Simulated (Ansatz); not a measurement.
# ZrO+ (octet): from Hartree-Fock to the top rungs, def2-TZVPP

The task here is to estimate one member of a computed series from the others.

Computed with Ansatz 0.2.0, Gaussian basis. Level: def2-TZVPP, core rule «outside noble gas», up to 5 orbitals frozen.

The runs, in order: UHF; ROHF; CCSD(T) on UHF.

**What is computed**

The geometry is a PBE0/def2-TZVP stationary point (not a proven minimum) of the parent state, kept for this charge and spin. No spin-orbit coupling is included. Elements past krypton take def2 core potentials.

2 atoms, charge 1, spin multiplicity 8.

Atoms are counted from 1 here; the program's logs count them from 0.

Bond lengths: Zr1–O2 2.505 Å.

Set-up of the first run:

The input, in.yaml:

```yaml
crystal:
  periodic: [false, false, false]
  atoms:
    - {symbol: Zr, position_ang: [0.000000, 0.000000, 0.000000]}
    - {symbol: O, position_ang: [0.000000, 0.000000, 2.505200]}
basis:
  gaussian: {orbitals: def2-TZVPP}
total_charge: 1
magnetization: {spin_polarized: true, initial_magnetization: 7}
hamiltonian: {xc: hf}
output: {orbitals: {seedname: orbitals}}
```

Command:

```sh
$ ansatz run in.yaml --threads 1 --pin off --events-out ev --progress --plain --max-ram 4096MiB --backend cpu
```

Steps of the session up to this table: UHF; ROHF; CCSD(T) on UHF.

One table of the session follows, with a row left open; its other results are not shown here.

```
  method  from UCCSD(T) (meV)
    ROHF                    ?
     UHF              +4161.1
    UMP2               +696.3
   UCCSD                +72.7
UCCSD(T)                    0
```

Q: Estimate the row for ROHF from the others.

The run gave: from UCCSD(T) (meV): +4414.3. In the column «from UCCSD(T) (meV)» it is the highest.
